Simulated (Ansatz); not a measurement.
# ICl: how energies converge with the basis set

The task here is to estimate one member of a computed series from the others.

Method: one geometry, several basis sets; program: Ansatz 0.2.0, Gaussian basis.

The runs, in order: PBE0-D4/def2-SVP; ωB97M-V/def2-SVP; PBE0-D4/def2-QZVPP; ωB97M-V/def2-QZVPP; the functionals' def2-TZVPP values are taken from earlier runs.

## The geometry

The geometry comes from an earlier relaxation with PBE0-D4 in a triple-zeta def2 set; it is a stationary point. I takes the def2 core potential; no spin-orbit term is included.

SMILES `ClI`, 2 atoms, charge 0, spin multiplicity 1.

Atoms are counted from 1 here; the program's logs count them from 0.

Bond lengths: Cl1–I2 2.312 Å.

Set-up of the first run:

The input, in.yaml:

```yaml
crystal:
  periodic: [false, false, false]
  atoms:
    - {symbol: Cl, position_ang: [0.000000, 0.000000, -0.002580]}
    - {symbol: I, position_ang: [-0.000000, -0.000000, 2.309100]}
basis:
  gaussian: {orbitals: def2-SVP}
hamiltonian: {xc: pbe0, dispersion: d4}
output: {orbitals: {seedname: orbitals}}
```

Run with:

```sh
> ansatz run in.yaml --threads 2 --pin off --events-out ev --progress --plain --max-ram 20480MiB --backend cpu
```

Among the steps run: PBE0-D4 in def2-SVP; ωB97M-V in def2-SVP; PBE0-D4 in def2-QZVPP; ωB97M-V in def2-QZVPP.

One table of the session follows, with a row left open; its other results are not shown here.

It belongs to the step «Density functionals: the series». 

```
functional       basis  HOMO (eV)  LUMO (eV)
   PBE0-D4    def2-SVP      -7.70      -3.37
   PBE0-D4  def2-TZVPP          ?          ?
   PBE0-D4  def2-QZVPP      -7.83      -3.46
   ωB97M-V    def2-SVP      -9.83      -1.16
   ωB97M-V  def2-TZVPP      -9.95      -1.30
   ωB97M-V  def2-QZVPP      -9.99      -1.38
```

Estimate the missing values for PBE0-D4, def2-TZVPP.

The run gave: HOMO (eV): -7.80; LUMO (eV): -3.42. In the column «HOMO (eV)» it lies between PBE0-D4, def2-QZVPP (-7.83) and PBE0-D4, def2-SVP (-7.70).
